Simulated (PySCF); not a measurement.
# C₂H₇NOSi: electronic excitations and core binding energies

What electronic excitations and core binding energies should C₂H₇NOSi (`NC[SiH2]C=O`) show?

Computed with PySCF 2.14.0, with density-fitted response routines of our own, on a single molecule in the gas phase. Atoms are numbered from 0 throughout.

## Step 1: The starting structure

12 atoms, charge 0, multiplicity 1; geometry from: GFN2-xTB.

Bonds of the start (Å): N0–C1 1.46, C1–Si2 1.91, Si2–C3 1.92, C3–O4 1.21, N0–H5 1.01, N0–H6 1.01, C1–H7 1.09, C1–H8 1.10, Si2–H9 1.46, Si2–H10 1.47, C3–H11 1.11.

## Step 2: Ultraviolet spectrum: B3LYP/def2-SVPD

The job: settings as JSON, then the geometry in Å.

```
{"job": {"kind": "uv", "xc": "B3LYP", "basis": "def2-SVPD", "nstates": 8, "ntriplets": 3}, "charge": 0, "multiplicity": 1}
N     -1.429968     0.674763     0.517914
C     -0.991685    -0.231248    -0.539525
Si     0.760663    -0.854165    -0.095593
C      1.838109     0.716320     0.137588
O      2.968000     0.834146    -0.264594
H     -2.305283     1.125537     0.271354
H     -1.582204     0.161715     1.379118
H     -0.968006     0.339567    -1.470995
H     -1.683604    -1.070446    -0.705630
H      1.313981    -1.715957    -1.138516
H      0.714963    -1.542990     1.200504
H      1.366232     1.562073     0.682348
```

With the program's defaults for keys left out, this is: TDDFT B3LYP/def2-SVPD, vertical, gas phase, core orbitals frozen in the response.

Command:

```bash
$ OMP_NUM_THREADS=1 python probes_run.py task.json out
```

One launch serves the whole session: the jobs run in the order shown.

Output:

```text
coarse grid: 10288 points
cycle   1  E = -499.4459119089  dE =  3.878e-01  |g| = 7.789e-01  |ddm| = 4.245e+00
cycle   2  E = -498.9245963163  dE =  5.213e-01  |g| = 1.759e+00  |ddm| = 2.757e+00
cycle   3  E = -499.5693057886  dE = -6.447e-01  |g| = 1.707e-01  |ddm| = 1.937e+00
cycle   4  E = -499.5742911653  dE = -4.985e-03  |g| = 9.414e-02  |ddm| = 3.401e-01
cycle   5  E = -499.5762434547  dE = -1.952e-03  |g| = 1.361e-02  |ddm| = 1.182e-01
cycle   6  E = -499.5762793457  dE = -3.589e-05  |g| = 5.348e-03  |ddm| = 1.732e-02
cycle   7  E = -499.5762856511  dE = -6.305e-06  |g| = 1.199e-03  |ddm| = 7.355e-03
final grid: 94152 points
cycle   8  E = -499.6510432352  dE = -1.808e-05  |g| = 6.192e-03  |ddm| = 5.713e-02
cycle   9  E = -499.6510207275  dE =  2.251e-05  |g| = 1.215e-02  |ddm| = 1.697e-02
cycle  10  E = -499.6510511462  dE = -3.042e-05  |g| = 1.682e-03  |ddm| = 1.032e-02
cycle  11  E = -499.6510517499  dE = -6.038e-07  |g| = 1.802e-04  |ddm| = 1.622e-03
cycle  12  E = -499.6510517577  dE = -7.775e-09  |g| = 7.109e-05  |ddm| = 4.101e-04
cycle  13  E = -499.6510517588  dE = -1.098e-09  |g| = 2.421e-05  |ddm| = 1.023e-04
cycle  14  E = -499.6510517589  dE = -1.362e-10  |g| = 5.271e-06  |ddm| = 5.146e-05
converged SCF energy = -499.6510517589

Static polarisability (au): isotropic 65.069, principal 54.617 64.897 75.695

Singlet excitations
state   eV       nm        f      main configurations
  1   3.1413    394.7   0.00127   H->L 0.92
  2   4.5734    271.1   0.00929   H-1->L 0.92
  3   5.6466    219.6   0.00581   H->L+1 0.91
  4   6.0029    206.5   0.01258   H->L+2 0.90
  5   6.2165    199.4   0.00298   H-1->L+1 0.73, H->L+3 0.10
  6   6.4124    193.4   0.00611   H->L+3 0.78, H-1->L+1 0.09
  7   6.6107    187.6   0.00501   H-2->L 0.69, H->L+4 0.24
  8   6.6915    185.3   0.00824   H->L+4 0.58, H-1->L+2 0.17, H-2->L 0.17

Triplet excitations (Tamm-Dancoff, eV): 2.4838 4.4801 5.4691
```

Wall time 38 s (1 thread of Arm Neoverse N1, shared host); peak memory 0.64 GiB.

The orbitals next to the gap, with their largest atomic shares:

```csv
orbital,eV,atoms
HOMO−3,-9.75,"Si2 37 %, H9 25 %, H10 20 %"
HOMO−2,-9.21,"C1 34 %, Si2 22 %, N0 14 %"
HOMO−1,-7.20,"N0 49 %, O4 11 %, C1 11 %"
HOMO,-6.48,"O4 42 %, C3 16 %, N0 12 %"
LUMO,-1.68,"C3 40 %, O4 34 %, Si2 11 %"
LUMO+1,0.04,"Si2 17 %, C1 17 %, H5 13 %"
LUMO+2,0.47,"Si2 29 %, C3 16 %, H9 12 %"
```

With each of the 8 states as a Gaussian band of 0.4 eV half-width at 1/e, the curve within the window shown has maxima at 394 nm (ε 51), 271 nm (ε 380), 195 nm (ε 890) L/(mol cm). Beyond the last state computed it falls off for lack of states. The curve at chosen wavelengths:

(nm, ε (L/mol/cm)): (177, 306), (189, 853), (202, 874), (214, 651), (227, 271), (239, 106), (251, 178), (264, 346), (276, 359), (289, 224), (301, 101), (313, 36), (326, 12), (338, 11), (351, 21), (363, 33), (375, 44), (388, 51), (400, 51), (413, 45), (425, 37), (437, 29), (450, 20), (462, 14), (475, 9), (487, 6)

Leading natural transition orbitals of singlet state 4: the hole lies on O4 46 %; H11 12 %; C3 10 %; the particle on H9 20 %; H10, H11 about 15 % each; O4 12 %.

Leading natural transition orbitals of singlet state 1: the hole lies on O4 57 %; H11 14 %; C3 10 %; the particle on C3 44 %; O4 32 %; H11 10 %.

Ground-state properties from the same run:

```csv
property,computed
dipole moment (D),4.06
polarisability (Å³),9.64
HOMO–LUMO gap (eV),4.80
−ε(HOMO) (eV),6.48
```

The fields below are evaluated on a grid from the run's orbitals.

Frontier orbitals at B3LYP/def2-SVPD, with the share of their density that lies nearest to each atom:

```
orbital  energy (eV)                     lies on
   HOMO        -6.48  O4 43 %; H11 12 %; N0 11 %
   LUMO        -1.68  C3 41 %; O4 30 %; H11 10 %
```

ELF in a plane through or near 7 of the atoms.

Values, 10 rows by 14 columns:
```
0.00 0.00 0.00 0.00 0.00 0.00 0.00 0.00 0.00 0.00 0.00 0.00 0.00 0.00
0.00 0.00 0.00 0.00 0.05 0.32 0.08 0.00 0.00 0.00 0.00 0.00 0.00 0.00
0.00 0.00 0.00 0.03 0.98 1.00 0.91 0.04 0.03 0.25 0.02 0.00 0.00 0.00
0.00 0.00 0.00 0.02 0.95 1.00 0.81 0.29 0.80 1.00 0.91 0.00 0.00 0.00
0.00 0.00 0.21 0.28 0.08 0.34 0.12 0.96 0.25 0.77 0.07 0.00 0.00 0.00
0.00 0.05 0.60 0.89 0.51 0.93 0.45 0.40 0.82 0.57 0.43 0.05 0.00 0.00
0.00 0.05 0.60 0.87 0.50 0.89 0.34 0.17 0.93 0.92 0.99 0.39 0.00 0.00
0.00 0.00 0.23 0.36 0.16 0.99 0.78 0.02 0.79 0.26 0.34 0.01 0.00 0.00
0.00 0.00 0.00 0.00 0.01 0.28 0.03 0.00 0.01 0.00 0.00 0.00 0.00 0.00
0.00 0.00 0.00 0.00 0.00 0.00 0.00 0.00 0.00 0.00 0.00 0.00 0.00 0.00
```
The map spans 11.1 Å across and 9.2 Å up, centred on the molecule. Atoms in the plane (x, y in Å): C1 (1.0, 0.5), C3 (-1.8, -0.8), O4 (-3.0, -0.7), H5 (2.3, -1.1), H8 (1.6, 1.3), H9 (-1.4, 2.0), H11 (-1.3, -1.7).

log10 of the density (e/Å³) in the same plane.

Ten even steps from '0' (-4.0) to '9' (1.6):
```
0000000000000000000000000000
0000000001111000000000000000
0000000122322211000000000000
0000001233443322221110000000
0000012345554433333221000000
0000012456776544455432100000
0000123456776555666543100000
0001223455666666777643100000
0012344455677677876543100000
0123456666666667876543210000
0134567777766566776654310000
0134578889765556777765321000
0134567777765456777765321000
0123456666765445666654310000
0012344455665434454443210000
0001222234443323333221100000
0000011122332211221110000000
0000000011111100000000000000
0000000000000000000000000000
0000000000000000000000000000
```
The map spans 11.1 Å across and 9.2 Å up, centred on the molecule. Atoms in the plane (x, y in Å): C1 (1.0, 0.5), C3 (-1.8, -0.8), O4 (-3.0, -0.7), H5 (2.3, -1.1), H8 (1.6, 1.3), H9 (-1.4, 2.0), H11 (-1.3, -1.7).

On the surface of density 0.002 e/bohr³ the electrostatic potential runs, from the 1st to the 99th percentile, from -1.63 V near O4 to 1.57 V near H5.

## Step 3: Core-electron binding energies: SCAN, X2C

Settings changed since step 2:

```diff
@@ -1,2 +1,2 @@
-{"job": {"kind": "uv", "xc": "B3LYP", "basis": "def2-SVPD", "nstates": 8, "ntriplets": 3}, "charge": 0, "multiplicity": 1}
+{"job": {"kind": "xps"}, "charge": 0, "multiplicity": 1}
 N     -1.429968     0.674763     0.517914
```

Method: delta-SCF UKS SCAN, pcX-2 on the ionised atom, pcseg-1 elsewhere, spin-free X2C.

Output:

```text
ground state, core basis on atom 0 (N), 140 functions
  cycle   1  E = -500.27452723  |g| = 7.38e-01
  cycle   2  E = -499.74660816  |g| = 1.71e+00
  cycle   3  E = -500.37635207  |g| = 2.55e-01
  cycle   4  E = -500.38943861  |g| = 9.53e-02
  cycle   5  E = -500.39138649  |g| = 2.08e-02
  cycle   6  E = -500.39147254  |g| = 8.10e-03
  cycle   7  E = -500.39148701  |g| = 1.92e-03
  cycle   8  E = -500.39148727  |g| = 7.37e-04
  cycle   9  E = -500.39148789  |g| = 1.22e-04
  E(ground) = -500.43216156 Eh
hole in N 1s of atom 0
  cycle   1  E = -484.80730286  |g| = 1.85e+00
  cycle   2  E = -482.27138706  |g| = 2.54e+00
  cycle   3  E = -484.81866547  |g| = 1.16e+00
  cycle   4  E = -485.39917403  |g| = 4.89e-01
  cycle   5  E = -485.45560426  |g| = 3.07e-01
  cycle   6  E = -485.49345171  |g| = 7.99e-02
  cycle   7  E = -485.49687039  |g| = 1.41e-02
  cycle   8  E = -485.49696845  |g| = 6.10e-03
  cycle   9  E = -485.49698917  |g| = 2.38e-03
  cycle  10  E = -485.49699141  |g| = 5.97e-04
  cycle  11  E = -485.49699182  |g| = 2.60e-04
  E(ion) = -485.53660677 Eh   <S^2> = 0.7652   hole on atom = 1.000   binding energy = 405.329 eV
ground state, core basis on atom 1 (C), 140 functions
  cycle   1  E = -500.38000078  |g| = 6.03e-02
  cycle   2  E = -500.37986711  |g| = 3.46e-02
  cycle   3  E = -500.37996103  |g| = 2.75e-02
  cycle   4  E = -500.38012403  |g| = 3.72e-03
  cycle   5  E = -500.38012430  |g| = 1.38e-03
  cycle   6  E = -500.38012477  |g| = 1.56e-04
  E(ground) = -500.42168581 Eh
hole in C 1s of atom 1
  cycle   1  E = -489.10795804  |g| = 1.51e+00
  cycle   2  E = -486.03155742  |g| = 2.58e+00
  cycle   3  E = -487.00049676  |g| = 1.67e+00
  cycle   4  E = -489.56473357  |g| = 5.01e-01
  cycle   5  E = -489.58968734  |g| = 4.59e-01
  cycle   6  E = -489.66472633  |g| = 1.74e-01
  cycle   7  E = -489.67749747  |g| = 5.30e-02
  cycle   8  E = -489.67860048  |g| = 1.86e-02
  cycle   9  E = -489.67880402  |g| = 3.56e-03
  cycle  10  E = -489.67881211  |g| = 1.38e-03
  cycle  11  E = -489.67881512  |g| = 6.16e-04
  cycle  12  E = -489.67881522  |g| = 2.12e-04
  E(ion) = -489.71912767 Eh   <S^2> = 0.7717   hole on atom = 1.000   binding energy = 291.231 eV
ground state, core basis on atom 2 (Si), 151 functions
  cycle   1  E = -500.47241101  |g| = 2.86e-01
  cycle   2  E = -500.47239830  |g| = 3.61e-02
  cycle   3  E = -500.47189071  |g| = 5.73e-02
  cycle   4  E = -500.47248729  |g| = 2.04e-02
  cycle   5  E = -500.47256212  |g| = 3.53e-03
  cycle   6  E = -500.47256536  |g| = 3.26e-04
  E(ground) = -500.47309362 Eh
hole in Si 1s of atom 2
  cycle   1  E = -431.54869746  |g| = 4.35e+00
  cycle   2  E = -431.12431422  |g| = 2.39e+00
  cycle   3  E = -431.62100099  |g| = 1.38e+00
  cycle   4  E = -432.40829461  |g| = 7.11e-01
  cycle   5  E = -432.56078994  |g| = 3.31e-01
  cycle   6  E = -432.60848430  |g| = 9.07e-02
  cycle   7  E = -432.61183630  |g| = 2.95e-02
  cycle   8  E = -432.61226043  |g| = 6.69e-03
  cycle   9  E = -432.61227990  |g| = 2.58e-03
  cycle  10  E = -432.61228348  |g| = 6.16e-04
  cycle  11  E = -432.61228395  |g| = 2.71e-04
  E(ion) = -432.62093560 Eh   <S^2> = 0.7527   hole on atom = 1.000   binding energy = 1846.351 eV
hole in Si 2p of atom 2
  cycle   1  E = -496.20623346  |g| = 1.24e+00
  cycle   2  E = -495.74923526  |g| = 1.38e+00
  cycle   3  E = -496.30191173  |g| = 7.21e-01
  cycle   4  E = -496.50764532  |g| = 2.47e-01
  cycle   5  E = -496.52769629  |g| = 1.06e-01
  cycle   6  E = -496.53303618  |g| = 3.29e-02
  cycle   7  E = -496.53354688  |g| = 6.10e-03
  cycle   8  E = -496.53356284  |g| = 3.12e-03
  cycle   9  E = -496.53356731  |g| = 6.79e-04
  cycle  10  E = -496.53356767  |g| = 1.96e-04
  E(ion) = -496.54598507 Eh   <S^2> = 0.7527   hole on atom = 1.002   binding energy = 106.862 eV
  2p3/2 = 106.663 eV   2p1/2 = 107.286 eV
ground state, core basis on atom 3 (C), 140 functions
  cycle   1  E = -500.38266803  |g| = 6.15e-02
  cycle   2  E = -500.38270559  |g| = 2.37e-02
  cycle   3  E = -500.38280925  |g| = 1.58e-02
  cycle   4  E = -500.38287800  |g| = 4.18e-03
  cycle   5  E = -500.38288193  |g| = 1.90e-03
  cycle   6  E = -500.38288178  |g| = 2.74e-04
  E(ground) = -500.42486472 Eh
hole in C 1s of atom 3
  cycle   1  E = -489.06299959  |g| = 1.49e+00
  cycle   2  E = -486.76002539  |g| = 2.29e+00
  cycle   3  E = -489.11647579  |g| = 9.95e-01
  cycle   4  E = -489.47421210  |g| = 6.12e-01
  cycle   5  E = -489.45916582  |g| = 5.05e-01
  cycle   6  E = -489.58930966  |g| = 2.40e-01
  cycle   7  E = -489.43002868  |g| = 4.94e-01
  cycle   8  E = -489.46869506  |g| = 4.37e-01
  cycle   9  E = -489.49482400  |g| = 3.99e-01
  cycle  10  E = -489.49449158  |g| = 3.99e-01
  cycle  11  E = -489.49303567  |g| = 4.01e-01
  cycle  12  E = -489.49066223  |g| = 4.04e-01
  cycle  13  E = -489.49139576  |g| = 4.03e-01
  cycle  14  E = -489.57445140  |g| = 2.68e-01
  cycle  15  E = -489.55776866  |g| = 3.07e-01
  cycle  16  E = -489.47791810  |g| = 4.32e-01
  cycle  17  E = -489.51386735  |g| = 3.81e-01
  cycle  18  E = -489.62132496  |g| = 1.16e-01
  cycle  19  E = -489.62304079  |g| = 1.05e-01
  cycle  20  E = -489.63186533  |g| = 5.77e-03
  cycle  21  E = -489.63150653  |g| = 2.32e-02
  cycle  22  E = -489.63184795  |g| = 8.48e-03
  cycle  23  E = -489.63181691  |g| = 1.06e-02
  cycle  24  E = -489.63187419  |g| = 5.75e-03
  cycle  25  E = -489.63189488  |g| = 2.44e-03
  cycle  26  E = -489.63189963  |g| = 3.68e-04
  E(ion) = -489.67263114 Eh   <S^2> = 1.0977   hole on atom = 1.000   binding energy = 292.583 eV
ground state, core basis on atom 4 (O), 140 functions
  cycle   1  E = -500.40737586  |g| = 9.37e-02
  cycle   2  E = -500.40675119  |g| = 6.30e-02
  cycle   3  E = -500.40603685  |g| = 8.84e-02
  cycle   4  E = -500.40749923  |g| = 7.21e-03
  cycle   5  E = -500.40751137  |g| = 5.51e-04
  cycle   6  E = -500.40751282  |g| = 2.29e-04
  E(ground) = -500.44750178 Eh
hole in O 1s of atom 4
  cycle   1  E = -479.80255599  |g| = 2.22e+00
  cycle   2  E = -478.08514676  |g| = 2.48e+00
  cycle   3  E = -480.03005237  |g| = 1.06e+00
  cycle   4  E = -480.59230373  |g| = 3.67e-01
  cycle   5  E = -480.63045303  |g| = 1.30e-01
  cycle   6  E = -480.36068294  |g| = 5.88e-01
  cycle   7  E = -480.53309765  |g| = 3.67e-01
  cycle   8  E = -480.56221617  |g| = 3.14e-01
  cycle   9  E = -480.58452122  |g| = 2.67e-01
  cycle  10  E = -480.63697723  |g| = 7.33e-02
  cycle  11  E = -480.64097882  |g| = 7.61e-03
  cycle  12  E = -480.64104743  |g| = 7.40e-03
  cycle  13  E = -480.64105148  |g| = 1.04e-02
  cycle  14  E = -480.64102575  |g| = 1.19e-02
  cycle  15  E = -480.64108449  |g| = 7.86e-03
  cycle  16  E = -480.64112608  |g| = 1.76e-03
  cycle  17  E = -480.64112771  |g| = 3.44e-04
  E(ion) = -480.68214843 Eh   <S^2> = 0.9571   hole on atom = 1.000   binding energy = 537.843 eV
```

Wall time 99 s (1 thread of Arm Neoverse N1, shared host); peak memory 0.45 GiB.

Binding energies by hole, beside the orbital energy of the ground state; the difference holds orbital relaxation and, for a density functional, its self-interaction error:

```csv
hole,stands for,environment,ΔSCF (eV; 2p as the shell's mean),−ε (eV),⟨S²⟩
N1s on N0,N0,amine nitrogen,405.33,385.9,0.765
C1s on C1,C1,sp3 CH2 bonded to N and Si,291.23,274.4,0.772
Si1s on Si2,Si2,"silicon bonded to 2 C, 2 H",1846.35,1793.3,0.753
Si2p on Si2,Si2,"silicon bonded to 2 C, 2 H",106.87,96.2,0.753
C1s on C3,C3,carbonyl carbon,292.58 (doubtful),275.7,1.098
O1s on O4,O4,carbonyl oxygen,537.84 (doubtful),516.7,0.957
```

Doubtful: the ion did not converge, its hole moved, or its ⟨S²⟩ is well above 0.75.

With the spin-orbit splitting: Si2 2p3/2 106.66, 2p1/2 107.29 eV. The table gives each 2p level as the mean over the whole 2p shell (two parts 2p3/2, one part 2p1/2), which differs a little from the single hole in the log.

## Step 4: What came out

```
                                                    quantity                        value
                            lowest singlet (B3LYP/def2-SVPD)  3.14 eV (395 nm), f = 0.001
                    brightest single state of those computed  state 4, 6.00 eV, f = 0.013
                                              lowest triplet                      2.48 eV
                       surface potential, 1st and 99th percentile           -1.63 V and 1.57 V
                            N1s binding energies, SCAN/pcX-2                 N0 405.33 eV
C1s binding energies, SCAN/pcX-2 (standing for 1 of 2 atoms)                 C1 291.23 eV
                           Si1s binding energies, SCAN/pcX-2               Si2 1846.35 eV
                           Si2p binding energies, SCAN/pcX-2                Si2 106.87 eV
```

In words: The first singlet state (HOMO→LUMO 0.92) lies at 3.14 eV and is weak; of the 8 states computed, the strongest absorption comes from state 4 at 6.00 eV. The lowest triplet lies 0.66 eV below the lowest singlet (triplets in Tamm-Dancoff, singlets in full TDDFT). By nearest atom (B3LYP/def2-SVPD), the HOMO sits on O4 43 %; H11 12 % and the LUMO on C3 41 %; O4 30 %.
